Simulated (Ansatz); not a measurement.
# Y4GeS3: the cost of one run

All numbers below are computed with Ansatz 0.2.0 (DFT PBE, scalar-relativistic, plane waves, PAW).

2 further runs of the same task are left out: 2 set aside as unsound or not needed.

**1. The starting structure**

The cell holds 24 atoms (Ge3S9Y12): a = 8.558 Å, b = 8.293 Å, c = 8.519 Å, α = 86.68°, β = 94.90°, γ = 89.45°.

It is the last frame of an earlier stage of the same melt, run at 2200 K.

As a file:

```
CELL_PARAMETERS angstrom
8.55056 0.04562 -0.36555
0.04562 8.28962 0.24441
-0.36555 0.24441 8.50783
ATOMIC_POSITIONS crystal
Y 0.33952 0.57068 0.64465
Y 0.87957 0.27897 0.87161
Y 0.27357 0.17566 0.48482
Y 0.85761 0.14645 0.34859
Y 0.04921 0.53429 0.39299
Y 0.47410 0.98387 0.19203
Y 0.09335 0.91149 0.73183
Y 0.57991 0.45996 0.27702
Y 0.71803 0.74821 0.52663
Y 0.05470 0.91928 0.14262
Y 0.15162 0.58452 0.99324
Y 0.53088 0.94821 0.84972
Ge 0.27043 0.84236 0.45989
Ge 0.05290 0.27178 0.15816
Ge 0.79858 0.36083 0.55373
S 0.81387 0.88695 0.83075
S 0.60947 0.19688 0.00761
S 0.72471 0.74893 0.24774
S 0.48358 0.65667 0.88833
S 0.87358 0.51428 0.04888
S 0.17686 0.24766 0.91563
S 0.01701 0.59775 0.68240
S 0.59633 0.18516 0.46365
S 0.34896 0.69736 0.20635
```

**2. Langevin stage at 2200 K**

One k point, a Fermi-Dirac width of 0.190 eV and a fixed cell.

input.yaml

```yaml
crystal:
  lattice:
    - [8.55056, 0.045624, -0.365551]
    - [0.045624, 8.289621, 0.244408]
    - [-0.365551, 0.244408, 8.507826]
  atoms:
    - { symbol: "Y", position: [0.3395235933, 0.5706837139, 0.6446486818] }
    - { symbol: "Y", position: [0.8795651885, 0.2789713294, 0.8716144601] }
    - { symbol: "Y", position: [0.2735727809, 0.1756613414, 0.4848165963] }
    - { symbol: "Y", position: [0.8576133685, 0.1464464704, 0.3485947789] }
    - { symbol: "Y", position: [0.0492130292, 0.5342925558, 0.3929918444] }
    - { symbol: "Y", position: [0.474101576, 0.9838701647, 0.1920260233] }
    - { symbol: "Y", position: [0.0933506961, 0.9114925378, 0.7318329061] }
    - { symbol: "Y", position: [0.5799129679, 0.4599636331, 0.2770198867] }
    - { symbol: "Y", position: [0.7180264512, 0.7482094863, 0.5266329262] }
    - { symbol: "Y", position: [0.0547048394, 0.919284286, 0.1426209862] }
    - { symbol: "Y", position: [0.1516176916, 0.5845192378, 0.993235045] }
    - { symbol: "Y", position: [0.5308754644, 0.948205537, 0.8497200526] }
    - { symbol: Ge, position: [0.2704310907, 0.8423629142, 0.4598938535] }
    - { symbol: Ge, position: [0.0528982892, 0.2717779954, 0.1581621513] }
    - { symbol: Ge, position: [0.798581563, 0.3608302687, 0.5537291364] }
    - { symbol: S, position: [0.813872075, 0.8869491282, 0.8307473536] }
    - { symbol: S, position: [0.6094725882, 0.1968754463, 0.0076147551] }
    - { symbol: S, position: [0.7247056286, 0.7489267702, 0.2477355233] }
    - { symbol: S, position: [0.4835845765, 0.6566718093, 0.8883316963] }
    - { symbol: S, position: [0.8735792795, 0.5142754564, 0.0488763616] }
    - { symbol: S, position: [0.1768607772, 0.2476635149, 0.9156302463] }
    - { symbol: S, position: [0.0170088532, 0.5977453643, 0.6824036875] }
    - { symbol: S, position: [0.596332912, 0.1851648851, 0.4636459489] }
    - { symbol: S, position: [0.3489625702, 0.6973625464, 0.2063527551] }
  symmetry: { detect: false }
basis:
  ecutwfc: 420
  xc_grid: 1
kpoints:
  mp_grid: { grid: [1, 1, 1], shift: [0.25, 0.25, 0.25] }
hamiltonian:
  xc: pbe
scf:
  occupations: { method: fermi_dirac, width: 0.1896 }
  lower_state_search: "off"
  convergence: { dr2_threshold: 1.0e-05 }
output:
  forces: true
  stress: true
md:
  timestep: 3.0
  n_steps: 153
  ensemble: nvt_langevin
  friction: 0.005
  temperature: 2200.0
  initial_velocities: maxwell_boltzmann
  seed: 1246
```

On the command line:

```sh
ansatz run input.yaml --threads 2 --pin off --max-ram 5120MiB --backend cpu --events-out ev --progress --plain --runs-dir out
```

**Question.** How long does this run take on 2 threads of Intel Xeon 6975P-C (Granite Rapids), shared host, and how much memory does it need?

About 5.6 min, with a peak of 0.92 GiB.
